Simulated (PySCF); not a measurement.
The system is F2BCl, in a box.

```
CELL_PARAMETERS angstrom
12.00000 0.00000 0.00000
0.00000 12.00000 0.00000
0.00000 0.00000 11.00000
ATOMIC_POSITIONS crystal
F 0.47216 0.41451 0.43663
B 0.48382 0.51550 0.48053
F 0.40583 0.58851 0.46176
Cl 0.59266 0.55542 0.56746
```

The cell isn't the ideal one: atoms moved at random, drawn with an rms of 0.05 Å.

Base run:

* Program: PySCF 2.14.0
* Functional: PBEsol
* Dispersion: D4
* Potentials or basis: pob-tzvp-rev2 (all-electron)
* k mesh: 1 × 1 × 1
* Occupations: fixed
* Spin: no spin polarisation

Its results: gap between the frontier levels 7.36 eV.

After a change of settings the same cell gave: gap between the frontier levels 7.79 eV. Which change was it?
A. functional from PBEsol to PBE; dispersion from D4 to none
B. functional from PBEsol to MN15-L; dispersion from D4 to D3
C. functional from PBEsol to B3LYP5; dispersion from D4 to none
D. functional from PBEsol to revTPSS; dispersion from D4 to D3(OP)

D.

Caveats: this is a molecule in a periodic box at the Γ point, so its band gap is the HOMO-LUMO gap; the basis of atomic orbitals isn't converged, which shifts pressures, moduli and gaps; the D4 parameters stored for this functional may belong to another (some runs).
